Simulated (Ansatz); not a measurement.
# C₂H₆CdS₂: one species, many methods

One table from this session's results is given with a row withheld; the runs are named, their logs left out.

The runs use Ansatz 0.2.0, Gaussian basis; functionals in def2-TZVPP, the program's frozen cores in correlated methods.

The runs, in order: LDA (SPW92), PBE-D4, revPBE-D4, BLYP-D4, r2SCAN-D4, B97M-V, PBE0-D4, B3LYP-D4, r2SCANh-D4, r2SCAN0-D4, HSE06-D4, BHLYP-D4, CAM-B3LYP-D4, LC-ωPBE, ωB97X-V, ωB97M-V, B2PLYP, PBE-QIDH; CCSD(T)/def2-SVP; CCSD(T)/def2-TZVPP; MP2/def2-QZVPP; extrapolation to the limit.

## The relaxed structure

The geometry comes from an earlier relaxation with PBE0-D4 in a triple-zeta def2 set; it is a stationary point, not always the lowest conformer. Cd takes the def2 core potential; no spin-orbit term is included.

SMILES `C[S][Cd][S]C`, 11 atoms, charge 0, spin multiplicity 1.

Atoms are counted from 1 here; the program's logs count them from 0.

Bond lengths: C1–S2 1.822 Å, C1–H6 1.089 Å, C1–H7 1.089 Å, C1–H8 1.091 Å, S2–Cd3 2.337 Å, Cd3–S4 2.337 Å, S4–C5 1.822 Å, C5–H9 1.089 Å, C5–H10 1.091 Å, C5–H11 1.089 Å. Angles: S2–C1–H6 111.9°, S2–C1–H7 112.0°, S2–C1–H8 106.2°, H6–C1–H7 109.8°, H6–C1–H8 108.4°, H7–C1–H8 108.3°, C1–S2–Cd3 103.0°, S2–Cd3–S4 178.7°, Cd3–S4–C5 103.0°, S4–C5–H9 112.0°, S4–C5–H10 106.2°, S4–C5–H11 111.9°, H9–C5–H10 108.3°, H9–C5–H11 109.8°, H10–C5–H11 108.4°.

Set-up of the first run:

Contents of in.yaml:

```yaml
crystal:
  periodic: [false, false, false]
  atoms:
    - {symbol: C, position_ang: [-0.246073, -1.080510, 2.838691]}
    - {symbol: S, position_ang: [1.307442, -1.119313, 1.887704]}
    - {symbol: Cd, position_ang: [0.590905, -0.754703, -0.306443]}
    - {symbol: S, position_ang: [-0.094787, -0.428798, -2.516474]}
    - {symbol: C, position_ang: [0.012476, 1.378789, -2.717559]}
    - {symbol: H, position_ang: [-0.929356, -1.872352, 2.534524]}
    - {symbol: H, position_ang: [-0.744594, -0.114680, 2.766530]}
    - {symbol: H, position_ang: [0.030567, -1.246964, 3.880378]}
    - {symbol: H, position_ang: [-0.658269, 1.905187, -2.039676]}
    - {symbol: H, position_ang: [-0.298822, 1.590131, -3.741143]}
    - {symbol: H, position_ang: [1.030500, 1.743223, -2.586531]}
basis:
  gaussian: {orbitals: def2-TZVPP}
hamiltonian: {xc: lda}
output: {orbitals: {seedname: orbitals}}
```

Run with:

```console
$ ansatz run in.yaml --threads 2 --pin off --events-out ev --progress --plain --max-ram 32768MiB --backend cuda --devices 0, --max-vram 18GiB
```

Among the steps run: LDA; PBE-D4 (GGA); revPBE-D4 (GGA); BLYP-D4 (GGA); r2SCAN-D4 (meta-GGA); B97M-V (meta-GGA); B3LYP-D4 (hybrid); r2SCANh-D4 (hybrid); r2SCAN0-D4 (hybrid); HSE06-D4 (hybrid); BHLYP-D4 (hybrid); CAM-B3LYP-D4 (range-separated); LC-ωPBE (range-separated); ωB97X-V (range-separated); ωB97M-V (range-separated); B2PLYP (double hybrid); PBE-QIDH (double hybrid).

One table of the session follows, with a row left open; its other results are not shown here.

It belongs to the step «Frontier levels by functional». 

```
  functional  HOMO (eV)  gap (eV)
 LDA (SPW92)      -5.62      3.42
      PBE-D4      -5.48      3.54
   revPBE-D4          ?         ?
     BLYP-D4      -5.32      3.44
   r2SCAN-D4      -5.71      3.99
      B97M-V      -5.77      3.94
     PBE0-D4      -6.64      5.49
    B3LYP-D4      -6.41      4.99
  r2SCANh-D4      -6.14      4.71
  r2SCAN0-D4      -6.79      5.77
    HSE06-D4      -6.24      4.73
    BHLYP-D4      -7.67      7.26
CAM-B3LYP-D4      -7.95      7.66
     LC-ωPBE      -9.32     10.22
     ωB97X-V      -8.97      9.68
     ωB97M-V      -8.82      9.29
```

Q: Estimate the row for revPBE-D4 from the others.

The run gave: HOMO (eV): -5.42; gap (eV): 3.59. In the column «HOMO (eV)» it lies between PBE-D4 (-5.48) and BLYP-D4 (-5.32).
